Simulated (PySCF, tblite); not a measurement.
# H₉NO₃Si₃: geometry, infrared bands and NMR shifts

What infrared bands and NMR shifts should H₉NO₃Si₃ (`O[SiH2]N([SiH2]O)[SiH2]O`) show?

The runs use tblite 0.8.0 and PySCF 2.14.0, with density-fitted response routines of our own; the level of theory stands in each step. All values are computed, except where a source is named. Atoms are numbered from 0 throughout.

**1. The molecule as given**

16 atoms, charge 0, multiplicity 1; geometry from: force field or distance geometry start.

Bonds of the start (Å): O0–Si1 1.69, Si1–N2 1.81, N2–Si3 1.78, Si3–O4 1.72, N2–Si5 1.78, Si5–O6 1.70, O0–H7 1.01, Si1–H8 1.49, Si1–H9 1.46, Si3–H10 1.48, Si3–H11 1.48, O4–H12 1.00, Si5–H13 1.47, Si5–H14 1.49, O6–H15 1.00.

**2. Optimising the geometry with GFN2-xTB**

What the job is given:

```
{"job": {"kind": "relax", "xc": "GFN2-xTB", "basis": "xTB"}, "charge": 0, "multiplicity": 1}
O     -1.524100     1.511000     1.254600
Si    -0.481000     1.591500    -0.078500
N      0.050200    -0.055000    -0.600700
Si    -0.954100    -1.337700     0.127500
O     -2.411400    -0.691000     0.783800
Si     1.744700    -0.174300    -0.060200
O      2.482700    -1.638200    -0.522900
H     -1.435900     2.386400     1.748100
H      0.701900     2.379200     0.364700
H     -1.046800     2.267900    -1.241300
H     -1.312700    -2.382000    -0.850800
H     -0.218100    -1.995900     1.232800
H     -3.189600    -1.274800     0.557100
H      1.721100     0.019200     1.400900
H      2.424400     1.023900    -0.618700
H      3.441200    -1.621300    -0.240300
```

Started as:

```
> OMP_NUM_THREADS=1 python probes_run.py task.json out
```

This one command runs all jobs of the session in turn.

**Question.** This job is followed by: GFN2-xTB harmonic vibrations, gas phase; GIAO PBE0/pcSseg-1 NMR shielding, non-relativistic, gas phase. Predict these results of the whole session: strongest single infrared mode (GFN2-xTB); zero-point energy (GFN2-xTB); ¹H shifts against TMS (PBE0/pcSseg-1, means over atoms taken as alike); ¹⁷O shifts against H2O (PBE0/pcSseg-1, means over atoms taken as alike); ²⁹Si shifts against TMS (PBE0/pcSseg-1, means over atoms taken as alike); ¹⁵N shifts against NH3 (PBE0/pcSseg-1).

The runs gave:

| quantity | value |
| --- | --- |
| strongest single infrared mode (GFN2-xTB) | 2240 cm⁻¹, 1449 km/mol |
| zero-point energy (GFN2-xTB) | 61.0 kcal/mol |
| ¹H shifts against TMS (PBE0/pcSseg-1, means over atoms taken as alike) | 5.48, 2.21 ppm |
| ¹⁷O shifts against H2O (PBE0/pcSseg-1, means over atoms taken as alike) | 24.5 ppm |
| ²⁹Si shifts against TMS (PBE0/pcSseg-1, means over atoms taken as alike) | -25.9 ppm |
| ¹⁵N shifts against NH3 (PBE0/pcSseg-1) | 34.6 ppm |

What this shows: Relaxing lowered the energy by 1.626 eV in 256 steps; the close pair that moved most is O0–Si1, from 1.695 to 1.612 Å. No mode is imaginary among the 42: a minimum at this level. The strongest single mode, at 2240 cm⁻¹, has its largest shares on H8, H11, H10 and H13 (the list is cut at 4 atoms). GFN2-xTB is a fitted tight-binding method: band positions and strengths are rough. Its intensities can rank the bands wrongly. At PBE0/pcSseg-1: The widest tensor belongs to N2: span 103 ppm, with a paramagnetic part of -104 ppm.
